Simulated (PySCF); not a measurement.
# YO: bond curves at several levels of theory

An exercise on one series of results from a longer session: the logs are not shown, and one member is left open.

Method: Y def2-SVP with ECP28, O def2-SVP, scalar-relativistic core potentials; program: PySCF 2.14.0.

The first run:

A driver script around PySCF takes these settings:

* atoms: Y, O
* charge: 0
* basis: Y def2-SVP with ECP28, O def2-SVP
* Hamiltonian: scalar-relativistic core potentials
* basis functions: 45
* electrons treated: 19
* masses in u: 88.9058, 15.9949
* levels: PBE0, PBE, r²SCAN, M06, TPSSh, M06-2X, ωB97X, HF, MP2, SCS-MP2, CCSD, CCSD(T)
* grid: 80 radial by 434 angular points
* occupations: held fixed by the projection of orbital angular momentum
* dissociation limit: Y + O, each in its ground configuration
* starting distance in angstrom: 2.065
* values of 2S to try: 1, 3, 5

Run with:

```
OMP_NUM_THREADS=1 python dia.py task.json out
```

Steps of the session up to this table: Set-up; First curve: PBE0; Higher solutions at PBE0; PBE; r²SCAN (meta-GGA); M06; TPSSh (hybrid meta-GGA); M06-2X; ωB97X (range-separated hybrid); UHF (mean field); Correlated methods on the Hartree–Fock reference.

One of the session's tables, all rows but one given; the rest of the session is left out.

```
      level  Re (Å)  ωe (cm⁻¹)  De (eV)
        UHF   1.789        933     3.82
    UHF-MP2   1.815        872     7.55
UHF-SCS-MP2   1.814        877     7.15
   UHF-CCSD   1.804        902     6.46
        PBE   1.810        865     7.89
     r²SCAN   1.804        888     7.42
      TPSSh       ?          ?        ?
       PBE0   1.791        904     7.14
        M06   1.783        902     6.97
     M06-2X   1.786        918     6.73
      ωB97X   1.787        910     6.84
```

Q: Estimate the row for TPSSh from the others.

The run gave: Re (Å): 1.808; ωe (cm⁻¹): 880; De (eV): 7.18. In the column «Re (Å)» it lies between r²SCAN (1.804) and PBE (1.810).

De is counted to Y + O in their ground configurations.

Caveats from the session: The state is the lowest single determinant that the PBE0 search found; with open d or f shells the true ground state can be another one.
